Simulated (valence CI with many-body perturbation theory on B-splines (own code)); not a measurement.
# Levels and ionisation energy of W⁴¹⁺

What does CI with core correlation give for the spectrum of W⁴¹⁺? Levels and ionisation energy come from one run, set against NIST.

Program: an in-house CI+MBPT code version 3. Level of theory: configuration interaction of the valence electrons, many-body perturbation theory for a frozen closed Dirac-Fock core, no-pair Dirac Hamiltonian, B-spline basis. These are calculated values, not measurements, unless marked.

## 1. What is computed

- element: tungsten (Z = 74, A = 184)
- charge: +41
- frozen core: [Ar] 3d10
- start configuration of the valence electrons: 4s2 4p3
- nuclear rms radius: 5.3658 fm

## 2. The calculation

Settings, as recorded:

```ini
atom W  Z=74  mass_number=184  rms_radius_fm=5.3658
core [Ar] 3d10
valence 4s2 4p3
avg = 1
basis = M
breit = 1
cap = 40000
capref = 1200
cscale = 1
de = 0.0
dress = 0
eps = 2e-08
h = 0.27
hh = 1
l2 = 3
lcore = 6
maxit = 60
n2 = 5
natural = 1
nlev = 45
nno = [5, 5, 5, 4, 2, 1]
nroot = 26
nsp = [4, 4, 3, 2, 1, 0]
pt2 = 1
qed = 1
rpa = 1
s1 = 1
s2 = 1
s3 = 1
screen = 1
tol = 2e-05
```

Run with:

```console
python run_cv.py task.json out
```

task.json holds these settings.

What does the calculation give? Wanted: for each run, computed; tabulated.

The runs gave:

```
                                  quantity                   computed                       tabulated
                              lowest level            4s2 4p3 ²P° 3/2             3d10 4s2 4p3 ²D°3/2
                          first excitation  4s2 4p3 ⁴S° 3/2, 89.09 eV                               -
    ionisation energy, to 4s2 4p2 ³P J = 0                  1996.4 eV  1994.8 ± 2 eV (semi-empirical)
 dipole polarisability of the lowest level              0.03520 bohr³                               -
     hyperfine A/(μ/I) of the lowest level                  55158 MHz                               -
no level missing from the run's list below                  401.20 eV                               -
```

What this shows: The ionisation energy is 1.6 eV (0.08 %) above the NIST entry, whose uncertainty is 2 eV. Of the added terms Σ1 moves the ionisation energy most, by +1.55 eV. The lowest level is 99 % 4s2 4p3, but only 47 % ²P° beside 27 % ⁴S°, so its LS name says little. Cautions: intervals between levels of different J carry noise of about a tenth of the second-order remainder, tens of cm⁻¹ or more; by estimate large intervals hold to a few tenths of a per cent, small ones and the rates on them less well.
